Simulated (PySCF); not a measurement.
# BH7O3Si2: the cost of one run

Computed with PySCF 2.14.0, with density-fitted response routines of our own, on a single molecule in the gas phase. Atoms count from 0, in the outputs and in this text.

## 1. Starting geometry

13 atoms, charge 0, multiplicity 1; geometry from: GFN2-xTB. The atoms were then displaced at random by about 0.01 Å, so the start is not that level's minimum.

Bonds of the start (Å): O0–Si1 1.64, Si1–Si2 2.29, Si2–B3 2.00, B3–O4 1.33, B3–O5 1.38, O0–H6 0.93, Si1–H7 1.45, Si1–H8 1.46, Si2–H9 1.50, Si2–H10 1.48, O4–H11 0.97, O5–H12 0.95.

## 2. Geometry optimisation at PBE0-D3(BJ)/def2-SVP

Job settings and geometry (Å):

```
{"job": {"xc": "PBE0", "basis": "def2-SVP", "d3": "d3bj", "grid": 1, "shake": 0.01, "kind": "geom"}, "charge": 0, "multiplicity": 1}
O     -2.106150    -0.322800    -0.930620
Si    -1.883050     0.777720     0.261150
Si     0.350240     0.768010     0.783340
B      1.345780    -0.629440    -0.252700
O      2.641110    -0.766250    -0.505730
O      0.513530    -1.577000    -0.815820
H     -1.490380    -1.010250    -1.063690
H     -2.726610     0.410360     1.386280
H     -2.410180     2.023930    -0.293240
H      0.566980     0.571800     2.253070
H      1.000480     2.087660     0.602540
H      3.240460    -0.110720    -0.110540
H      0.963600    -2.239900    -1.324360
```

Run with:

```sh
OMP_NUM_THREADS=1 python probes_run.py task.json out
```

The driver reads the jobs from task.json and runs them one after another.

**Question.** How long does this first job take on 1 thread of Arm Neoverse N1, shared host, and how much memory does it need?

About 57 s, with a peak of 0.53 GiB.
